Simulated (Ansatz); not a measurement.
# GaBrF₂: how energies converge with the basis set

Aim: see how fast density functionals converge with the basis set for GaBrF₂.

Program: Ansatz 0.2.0, Gaussian basis. Level of theory: one geometry, several basis sets. These are calculated values, not measurements.

The runs, in order: PBE0-D4/def2-SVP; ωB97M-V/def2-SVP; PBE0-D4/def2-QZVPP; ωB97M-V/def2-QZVPP; the functionals' def2-TZVPP values are taken from earlier runs.

## Step 1: The geometry

The geometry comes from an earlier relaxation with PBE0-D4 in a triple-zeta def2 set; it is a stationary point.

SMILES `[F][Ga]([F])[Br]`, 4 atoms, charge 0, spin multiplicity 1.

Atoms are counted from 1 here; the program's logs count them from 0.

Bond lengths: F1–Ga2 1.731 Å, Ga2–F3 1.731 Å, Ga2–Br4 2.237 Å. Angles: F1–Ga2–F3 115.9°, F1–Ga2–Br4 122.0°, F3–Ga2–Br4 122.0°.

## Step 2: PBE0-D4 in def2-SVP

in.yaml

```yaml
crystal:
  periodic: [false, false, false]
  atoms:
    - {symbol: F, position_ang: [-0.791095, -0.453218, 1.527764]}
    - {symbol: Ga, position_ang: [0.056936, -0.066348, 0.069418]}
    - {symbol: F, position_ang: [1.694237, -0.619757, -0.023202]}
    - {symbol: Br, position_ang: [-0.904479, 1.079023, -1.594181]}
basis:
  gaussian: {orbitals: def2-SVP}
hamiltonian: {xc: pbe0, dispersion: d4}
output: {orbitals: {seedname: orbitals}}
```

After this run come: ωB97M-V in def2-SVP; PBE0-D4 in def2-QZVPP; ωB97M-V in def2-QZVPP.

Before running them: what should the planned runs give, taken together? Wanted: PBE0-D4: double and triple zeta above quadruple; ωB97M-V: double and triple zeta above quadruple.

**Answer**, as computed:

| quantity | value |
| --- | --- |
| PBE0-D4: double and triple zeta above quadruple | 25.04, 2.95 eV |
| ωB97M-V: double and triple zeta above quadruple | 24.97, 2.83 eV |

**Reading.** For PBE0-D4 the step from double to triple zeta gains 22.09 eV and the next only 2.95 eV. These are total energies; as a rule much of such shifts cancels in differences, which this series doesn't test.
